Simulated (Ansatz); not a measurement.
# Re: optics and the fine band structure

What do the bands imply for light and for carriers? Levels are solved on a fine mesh after the ground state. Runs: cell and atoms relaxed (PAW); reference run (PAW and LAPW).

Computed with Ansatz 0.2.0 (DFT PBEsol, frozen-core PAW and all-electron LAPW, scalar-relativistic unless said, unless a step's input says otherwise).

### Step 1. The structure to begin with

It takes space group P6_3/mmc (No. 194, hexagonal). The conventional cell has a = 2.761 Å, b = 2.761 Å, c = 4.458 Å, α = 90.00°, β = 90.00°, γ = 120.00°. Re (site symmetry -6m2) has 12 Re at 2.74 to 2.76 Å as nearest neighbours.

Coordinates:

```cif
data_structure
_symmetry_space_group_name_H-M 'P 1'
_symmetry_Int_Tables_number 1
_cell_length_a 2.7608
_cell_length_b 2.7608
_cell_length_c 4.4582
_cell_angle_alpha 90.000
_cell_angle_beta 90.000
_cell_angle_gamma 120.000
_cell_volume 29.43
loop_
_atom_site_label
_atom_site_type_symbol
_atom_site_fract_x
_atom_site_fract_y
_atom_site_fract_z
_atom_site_occupancy
Re1 Re 0.33333 0.66667 0.25000 1
Re2 Re 0.66667 0.33333 0.75000 1
```

Cartesian axes are those of the input's lattice vectors. The structure goes back to a database entry.

### Step 2. Cell and atoms relaxed, PAW

Input file input.yaml:

```yaml
crystal:
  lattice:
    - [2.76080000001, 0.0, 0.0]
    - [-1.38040000001, 2.39092293478, 0.0]
    - [0.0, 0.0, 4.4582]
  atoms:
    - { symbol: Re, position: [0.333333333333, 0.666666666667, 0.25] }
    - { symbol: Re, position: [0.666666666667, 0.333333333333, 0.75] }
kpoints:
  mp_grid: { grid: [14, 14, 8] }
scf:
  occupations: { method: fermi_dirac, width: 0.1 }
hamiltonian:
  xc: pbesol
  pseudopotentials: { kind: paw }
relax:
  f_tol: 0.002
  max_steps: 80
  cell: {}
output:
  forces: true
  stress: true
```

The run is started by

```
$ ansatz run input.yaml --threads 1 --pin off --max-ram 3072MiB --backend cpu --events-out ev --progress --plain --runs-dir out
```

### Step 3. Reference run, fine mesh, PAW

Input file input.yaml:

```yaml
crystal:
  lattice:
    - [2.75107387878, 0.0, 0.0]
    - [-1.37553693939, 2.38249986671, 0.0]
    - [0.0, 0.0, 4.44330201181]
  atoms:
    - { symbol: Re, position: [0.333333333333, 0.666666666667, 0.25] }
    - { symbol: Re, position: [0.666666666667, 0.333333333333, 0.75] }
kpoints:
  mp_grid: { grid: [14, 14, 8] }
scf:
  occupations: { method: fermi_dirac, width: 0.1 }
hamiltonian:
  xc: pbesol
  pseudopotentials: { kind: paw }
output:
  forces: true
  stress: true
  eigenvalues: true
  eigenstates:
    nscf_kmesh: { grid: [24, 24, 12] }
    de_dk: true
    e_range: [-14, 14]
  optics:
    e_range: [0, 25]
    de: 0.2
    sigma: 0.15
    bands: { spectra_wanted_up_to: 25 }
    nscf_kmesh: { grid: [24, 24, 12] }
    drude_damping: 0.1
checkpoint:
  write: ck
  write_wavefunctions: false
```

### Step 4. Reference run, fine mesh, LAPW

Edit input.yaml of step 3 so:

```diff
@@ -14,3 +14,3 @@
   xc: pbesol
-  pseudopotentials: { kind: paw }
+  pseudopotentials: { kind: all_electron, lapw: { basis_error: 0.001 } }
 output:
```

(Steps that only read results are left out.)

**Question.** What will these runs give? Wanted: states at the Fermi level; bare Sommerfeld coefficient; plasma energy; strongest local maximum of Im εxx.

As calculated:

| quantity | value |
| --- | --- |
| states at the Fermi level (PAW) | 0.74 per eV and atom |
| bare Sommerfeld coefficient | 1.75 mJ/(K² mol of atoms) |
| plasma energy (x, y, z) | 7.3, 7.3, 6.9 eV |
| strongest local maximum of Im εxx | 2.6 eV |

What this shows: It is a metal with 5 bands crossing the Fermi level, 0.74 states per eV and atom there and a mean speed of 0.57 × 10⁶ m/s. These are bare band values on this mesh, without coupling to phonons. The spectra hold no excitons and no local fields. Cautions: frozen-core PAW files fitted under PBE, their cores solved anew for the functional of the run; no spin-orbit coupling on heavy atoms; these sums move with the mesh, by several per cent and more for small sheets; Fermi surface not resolved by the mesh.
